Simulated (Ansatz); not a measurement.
# BBrClH2N: rigid scan of one bond length, by script

The task is a rigid scan of one bond length, for BBrClH2N. SMILES: NB(Cl)Br.

Program: the Python package of Ansatz 0.2.0. Level of theory: CAM-B3LYP/def2-SVP. These are calculated values, not measurements.

## Step 1: The structure

Bond lengths: N1–B2 1.535 Å, B2–Cl3 1.873 Å, B2–Br4 2.014 Å, N1–H5 0.986 Å, N1–H6 1.058 Å. Angles: N1–B2–Cl3 122.5°, N1–B2–Br4 116.0°, Cl3–B2–Br4 121.5°, B2–N1–H5 110.2°, B2–N1–H6 106.2°, H5–N1–H6 112.3°.

The script holds or builds the structure itself.

## Step 2: The code

Contents of scan.py:

```python
'''Stretching a bond of BBrClH2N, the rest held rigid.'''

import ansatz as az
import numpy as np

params = {
    'basis_set': 'def2-SVP',
    'xc': 'CAM-B3LYP',
}


def main() -> None:
    geometry_ang = [
        ('N', (0.6466, 0.7221, 0.1824)),
        ('B', (-0.4445, -0.246, -0.2954)),
        ('Cl', (-2.2513, 0.2399, -0.3849)),
        ('Br', (0.1847, -2.0736, -0.8623)),
        ('H', (1.5298, 0.2839, 0.1494)),
        ('H', (0.3768, 1.0096, 1.1646)),
    ]
    molecule = az.Crystal.molecule()
    for symbol, xyz in geometry_ang:
        molecule = molecule.atom(symbol, xyz)

    symbols = [site.symbol for site in molecule.cartesian_sites]
    start = np.array([site.position_ang for site in molecule.cartesian_sites])
    axis = (start[1] - start[0]) / np.linalg.norm(start[1] - start[0])
    moving = [1, 2, 3]
    lengths, energies = [1.351, 1.412, 1.474, 1.535, 1.596, 1.658, 1.719, 1.811], []
    for length in lengths:
        xyz = start.copy()
        xyz[moving] += (length - np.linalg.norm(start[1] - start[0])) * axis
        point = az.Crystal.molecule()
        for symbol, xyz in zip(symbols, xyz):
            point = point.atom(symbol, xyz.tolist())
        calc = point.calculation().basis(gaussian=params['basis_set']).functional(params['xc']).accuracy('high')
        report = calc.run(threads=1, backend='cpu').report
        energies.append(report['free_energy_ev'])
        print(f'r = {length:6.3f} A  E = {energies[-1]:.5f} eV  <S^2> = {abs(report["mean_field"]["state"]["spin_squared"]):.3f}')

    # quartic fit about the minimum
    fit = np.polynomial.Polynomial.fit(lengths, np.array(energies) - min(energies), 4).convert()
    roots = [r.real for r in fit.deriv().roots() if abs(r.imag) < 1e-9 and fit.deriv(2)(r.real) > 0]
    r_e = min(roots, key=lambda r: abs(r - lengths[int(np.argmin(energies))]))
    print(f'minimum of the fit at {r_e:.4f} A, force constant {fit.deriv(2)(r_e):.2f} eV/A^2')


if __name__ == '__main__':
    main()
```

## Step 3: The calls as engine input

The engine receives this input (first run):

```yaml
crystal:
  periodic: [false, false, false]
  atoms:
    - { symbol: "N", position_ang: [0.6466, 0.7221, 0.1824] }
    - { symbol: B, position_ang: [-0.31375404818427277, -0.12999307492181694, -0.23814547174635278] }
    - { symbol: Cl, position_ang: [-2.120554048184273, 0.35590692507818306, -0.32764547174635283] }
    - { symbol: Br, position_ang: [0.3154459518157272, -1.957593074921817, -0.8050454717463528] }
    - { symbol: H, position_ang: [1.5298, 0.2839, 0.1494] }
    - { symbol: H, position_ang: [0.3768, 1.0096, 1.1646] }
accuracy: high
basis:
  gaussian:
    orbitals: def2-SVP
hamiltonian:
  xc: cam_b3lyp
```

## Step 4: Running it

Run with:

```console
$ python scan.py
```

Q: Predict the main results. Wanted: range of energy; lowest point, distance.

As calculated:

| quantity | value |
| --- | --- |
| bond length at the fit's minimum | 1.4073 Å |
| runs compared | 8 |
| range of energy | 1.708 eV |
| lowest point, distance (Å) | 1.41 |

What this shows: The lowest point, at 1.41, lies inside the range. The ends stand 0.0699 and 1.71 eV above it. The distance scanned is the script's pair 0, 1. Notes:
- The rest of the molecule is held rigid at a force-field or estimated start geometry, and the basis set is modest; single-reference methods fail as a bond breaks.
- The orbitals are restricted, so S² is zero by construction.
- Toward dissociation an unrestricted state lies under the restricted one, by 1 to 2 eV or more.
